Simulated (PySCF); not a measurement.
# GaSe₂: structure of the doublet

Where does doublet GaSe₂ go from a side-on start, is the end point a minimum, and what are its modes, charges and moments?

Program: PySCF 2.14.0. Level of theory: PBE0, basis Ga def2-SVP, Se def2-SVP, no relativity, density fitting. These are calculated values, not measurements.

### 1 The system as given

3 atoms, charge 0, spin multiplicity 2.

Bond lengths: Ga1–Se2 2.472 Å, Ga1–Se3 2.472 Å, Se2–Se3 2.340 Å. Angles: Se2–Ga1–Se3 56.5°, Ga1–Se2–Se3 61.8°, Ga1–Se3–Se2 61.8°.

```xyz
3
charge 0 multiplicity 2
Ga    0.0000    0.0000    0.0000
Se    1.1700    0.0000    2.1776
Se   -1.1700    0.0000    2.1776
```

### 2 First SCF at the start

The steps below are one call of a driver around PySCF. For each, scf.py gives the equivalent set-up of the SCF; relaxations use the driver's own optimiser. After this first run the driver tries any further starts and a stability analysis.

File scf.py:

```python
from pyscf import gto, scf, dft
mol = gto.M(atom='''
Ga     0.000000     0.000000     0.000000
Se     1.170000     0.000000     2.177600
Se    -1.170000     0.000000     2.177600''',
    basis={'Ga': 'def2-SVP', 'Se': 'def2-SVP'},
    charge=0, spin=1)
mf = dft.UKS(mol, xc='PBE0')
mf.grids.atom_grid = (50, 194)
aux = {'Ga': 'def2-universal-JKFIT', 'Se': 'def2-universal-JKFIT'}
mf = mf.density_fit(auxbasis=aux)
mf.conv_tol = 1e-08
mf.diis_space = 10
mf.max_cycle = 60
mf.init_guess = 'minao'
mf.verbose = 4
mf.kernel()
```

The run is started by

```console
OMP_NUM_THREADS=2 python axn.py task.json out
```

Further steps of the session: Relaxation: side-on start, doublet; Vibrations and properties at this point.

Q: Predict the outcome of this session. Wanted: minimum; geometry; wavenumbers; dipole moment; highest occupied, lowest empty level; polar-tensor charge of Ga1; zero-point energy; atomisation energy; ⟨S²⟩.

**Answer**, as computed:

```
                                          quantity                                                                   value
                                           minimum                                                            doublet, C2v
                                          geometry  Ga–Se 2.631 Å (×2), Se–Se 2.273 Å; Ga–Se–Se 64.4° (×2), Se–Ga–Se 51.2°
                                wavenumbers (cm⁻¹)                                            129 (b2), 204 (a1), 344 (a1)
                                     dipole moment                                                                  1.26 D
highest occupied, lowest empty level (either spin)                                                         -6.67, -3.83 eV
                        polar-tensor charge of Ga1                                                                 +0.56 e
                                 zero-point energy                                                              4.0 kJ/mol
                               entropy at 298.15 K                                                         322.4 J/(mol K)
         atomisation energy (no zero-point energy)                                                              632 kJ/mol
                                              ⟨S²⟩                                                                   0.756
```

In words: The side-on start keeps its C2v symmetry and ends in a minimum. The strongest infrared band lies at 204 cm⁻¹ (a1). Other starts or spin states, not run here, may lie lower.
